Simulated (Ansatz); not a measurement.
# C₂H₂Cl₂Sn: small, medium and large basis sets

The task here is to estimate one member of a computed series from the others.

Computed with Ansatz 0.2.0, Gaussian basis. Level: one geometry, several basis sets.

Plan: PBE0-D4/def2-SVP; ωB97M-V/def2-SVP; PBE0-D4/def2-QZVPP; ωB97M-V/def2-QZVPP; the functionals' def2-TZVPP values are taken from earlier runs.

## The geometry

All runs share one geometry, relaxed beforehand with PBE0-D4 in a triple-zeta def2 set. Sn takes the def2 core potential; no spin-orbit term is included.

7 atoms, charge 0, spin multiplicity 1.

Atoms are counted from 1 here; the program's logs count them from 0.

Bond lengths: C1–C2 1.205 Å, C1–H6 1.067 Å, C2–Sn3 2.058 Å, Sn3–Cl4 2.309 Å, Sn3–Cl5 2.309 Å, Sn3–H7 1.691 Å. Angles: C2–C1–H6 179.8°, C1–C2–Sn3 179.2°, C2–Sn3–Cl4 107.9°, C2–Sn3–Cl5 107.9°, C2–Sn3–H7 115.3°, Cl4–Sn3–Cl5 106.8°, Cl4–Sn3–H7 109.3°, Cl5–Sn3–H7 109.3°.

The first run:

in.yaml

```yaml
crystal:
  periodic: [false, false, false]
  atoms:
    - {symbol: C, position_ang: [-1.668001, 1.349669, 0.386479]}
    - {symbol: C, position_ang: [-0.744911, 0.592368, 0.224541]}
    - {symbol: Sn, position_ang: [0.833834, -0.704490, -0.025347]}
    - {symbol: Cl, position_ang: [0.163889, -2.365858, -1.482038]}
    - {symbol: Cl, position_ang: [2.540164, 0.448418, -1.069467]}
    - {symbol: H, position_ang: [-2.485343, 2.020925, 0.525301]}
    - {symbol: H, position_ang: [1.421568, -1.409031, 1.394932]}
basis:
  gaussian: {orbitals: def2-SVP}
hamiltonian: {xc: pbe0, dispersion: d4}
output: {orbitals: {seedname: orbitals}}
```

Among the steps run: PBE0-D4 in def2-SVP; ωB97M-V in def2-SVP; PBE0-D4 in def2-QZVPP; ωB97M-V in def2-QZVPP.

One table of the session follows, with a row left open; its other results are not shown here.

It belongs to the step «Density functionals: the series». 

| functional | basis | HOMO (eV) |
| --- | --- | --- |
| PBE0-D4 | def2-SVP | -8.79 |
| PBE0-D4 | def2-TZVPP | -8.88 |
| PBE0-D4 | def2-QZVPP | ? |
| ωB97M-V | def2-SVP | -11.03 |
| ωB97M-V | def2-TZVPP | -11.14 |
| ωB97M-V | def2-QZVPP | -11.16 |

**Question.** Estimate the row for PBE0-D4, def2-QZVPP.

**Answer.** HOMO (eV): -8.89. In the column «HOMO (eV)» it lies between ωB97M-V, def2-SVP (-11.03) and PBE0-D4, def2-TZVPP (-8.88).
